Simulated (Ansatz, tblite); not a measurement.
# Si8H16 hole disc (AlSi7H16−): a ladder of methods and basis sets

How do method and basis change the picture of Si8H16 hole disc (AlSi7H16−) (singlet)?

Computed with Ansatz 0.2.0, Gaussian basis. Level: as each input shows.

Plan: GFN1-xTB, GFN2-xTB, PBE-D4/def2-TZVPD, r2SCAN-D4/def2-TZVPD, r2SCAN0-D4/def2-TZVPD, BLYP-D4/def2-TZVPD, PBE-D4/def2-SVPD, PBE0-D4/def2-SVPD, MP2/def2-SVPD, RPA/def2-SVPD.

13 further runs of the same task are left out: 3 that didn't finish, 10 set aside as unsound or not needed. Runs told in other sessions of the task aren't counted.

## Step 1: The structure

The geometry is that of the singlet, from an earlier relaxation (PBE-D4/def2-SVP).

24 atoms, charge -1, spin multiplicity 1.

Bond lengths: Si1–Al5 2.499 Å, Si1–Si7 2.361 Å, Si1–H9 1.525 Å, Si1–H10 1.521 Å, Si2–Si6 2.356 Å, Si2–Si8 2.355 Å, Si2–H11 1.517 Å, Si2–H12 1.508 Å, Si3–Al5 2.499 Å, Si3–Si6 2.361 Å, Si3–H13 1.526 Å, Si3–H14 1.521 Å, Si4–Si7 2.356 Å, Si4–Si8 2.355 Å, Si4–H15 1.508 Å, Si4–H16 1.517 Å, Al5–H17 1.631 Å, Al5–H18 1.631 Å and more. Angles: Al5–Si1–Si7 117.7°, Al5–Si1–H9 114.6°, Al5–Si1–H10 117.6°, Si7–Si1–H9 100.3°, Si7–Si1–H10 101.4°, H9–Si1–H10 102.6°, Si6–Si2–Si8 115.9°, Si6–Si2–H11 110.6°, Si6–Si2–H12 110.3°, Si8–Si2–H11 106.2°, Si8–Si2–H12 107.1°, H11–Si2–H12 106.3°, Al5–Si3–Si6 117.8°, Al5–Si3–H13 114.5°, Al5–Si3–H14 117.6°, Si6–Si3–H13 100.3°, Si6–Si3–H14 101.4°, H13–Si3–H14 102.6° and more.

As a file:

```csv
atom,x (Å),y (Å),z (Å)
Si1,-1.58890,1.55889,-1.28754
Si2,1.53348,-1.60256,-1.18904
Si3,-1.58119,-1.56710,1.28710
Si4,1.52312,1.60899,1.18938
Al5,-3.05003,-0.00500,0.00291
Si6,-0.01299,-2.85188,0.07612
Si7,-0.02606,2.85193,-0.07855
Si8,2.77462,0.00754,-0.00017
H9,-2.33799,2.66028,-2.03110
H10,-0.70861,0.96387,-2.37523
H11,2.54940,-2.51915,-1.84429
H12,0.82968,-0.88149,-2.31114
H13,-2.32743,-2.67369,2.02585
H14,-0.70426,-0.97319,2.37812
H15,0.82055,0.88250,2.30875
H16,2.53282,2.52985,1.84817
H17,-3.92826,-0.87648,-1.05940
H18,-3.92467,0.86440,1.06991
H19,-0.68198,-3.75072,-0.94474
H20,0.82172,-3.78405,0.93575
H21,0.80680,3.78457,-0.93945
H22,-0.69832,3.75100,0.93996
H23,3.68625,0.71918,-0.97847
H24,3.69226,-0.69773,0.97709
```

The ion is computed in the gas phase, without counter-ions or solvent.

PBE0-D4/def2-TZVPD was run before; its log isn't repeated, and its numbers join the tables.

## Step 2: GFN1-xTB

Tight binding, by tblite at 300 K electronic temperature and without a spin-polarisation term:

```python
tblite.interface.Calculator('GFN1-xTB', numbers, positions, charge=-1, uhf=0).singlepoint()
```

Energy -627.8927 eV, HOMO -7.28 eV, LUMO -4.65 eV; 0.038 s.

## Step 3: GFN2-xTB

Tight binding, by tblite at 300 K electronic temperature and without a spin-polarisation term:

```python
tblite.interface.Calculator('GFN2-xTB', numbers, positions, charge=-1, uhf=0).singlepoint()
```

Energy -584.2330 eV, HOMO -5.30 eV, LUMO -2.60 eV; 0.024 s.

## Step 4: PBE-D4/def2-TZVPD

start.molden holds the orbitals of an earlier run on this state, given as this run's starting guess.

in.yaml

```yaml
crystal:
  periodic: [false, false, false]
  atoms:
    - {symbol: Si, position_ang: [-1.588902, 1.558887, -1.287542]}
    - {symbol: Si, position_ang: [1.533482, -1.602558, -1.189044]}
    - {symbol: Si, position_ang: [-1.581188, -1.567096, 1.287105]}
    - {symbol: Si, position_ang: [1.523123, 1.608991, 1.189380]}
    - {symbol: Al, position_ang: [-3.050030, -0.004995, 0.002913]}
    - {symbol: Si, position_ang: [-0.012991, -2.851878, 0.076119]}
    - {symbol: Si, position_ang: [-0.026063, 2.851928, -0.078545]}
    - {symbol: Si, position_ang: [2.774617, 0.007543, -0.000172]}
    - {symbol: H, position_ang: [-2.337985, 2.660284, -2.031099]}
    - {symbol: H, position_ang: [-0.708607, 0.963868, -2.375235]}
    - {symbol: H, position_ang: [2.549396, -2.519148, -1.844290]}
    - {symbol: H, position_ang: [0.829678, -0.881486, -2.311141]}
    - {symbol: H, position_ang: [-2.327431, -2.673689, 2.025850]}
    - {symbol: H, position_ang: [-0.704259, -0.973193, 2.378122]}
    - {symbol: H, position_ang: [0.820548, 0.882502, 2.308745]}
    - {symbol: H, position_ang: [2.532823, 2.529852, 1.848171]}
    - {symbol: H, position_ang: [-3.928264, -0.876482, -1.059404]}
    - {symbol: H, position_ang: [-3.924671, 0.864401, 1.069908]}
    - {symbol: H, position_ang: [-0.681984, -3.750716, -0.944740]}
    - {symbol: H, position_ang: [0.821716, -3.784050, 0.935751]}
    - {symbol: H, position_ang: [0.806797, 3.784567, -0.939452]}
    - {symbol: H, position_ang: [-0.698320, 3.751001, 0.939959]}
    - {symbol: H, position_ang: [3.686248, 0.719182, -0.978471]}
    - {symbol: H, position_ang: [3.692265, -0.697727, 0.977092]}
basis:
  gaussian: {orbitals: def2-TZVPD, initial_orbitals: start.molden}
total_charge: -1
hamiltonian: {xc: pbe, dispersion: d4}
scf: {omitted_lower_state_checks: [starts]}
output: {orbitals: {seedname: orbitals}}
```

Command:

```sh
> ansatz run in.yaml --threads 4 --pin off --events-out ev --progress --plain --max-ram 6963MiB
```

The runs that follow: r2SCAN-D4/def2-TZVPD; r2SCAN0-D4/def2-TZVPD; BLYP-D4/def2-TZVPD; PBE-D4/def2-SVPD; PBE0-D4/def2-SVPD; MP2/def2-SVPD; RPA/def2-SVPD.

Q: Predict the results of all the runs planned. Wanted: gap in def2-TZVPD, named functionals, smallest and largest; correlation energy, MP2/def2-SVPD; PBE0 total energy, smallest basis above largest.

The runs gave:

```
                                                  quantity                                   value
gap in def2-TZVPD, named functionals, smallest and largest  3.83 eV (PBE-D4), 5.68 eV (r2SCAN0-D4)
                         correlation energy, MP2/def2-SVPD                               -22.68 eV
           PBE0 total energy, smallest basis above largest        20.93 eV (def2-SVPD, def2-TZVPD)
```

In words: Orbital gaps of the named functionals in def2-TZVPD span 3.83 eV (PBE-D4) to 5.68 eV (r2SCAN0-D4); exact exchange widens it.
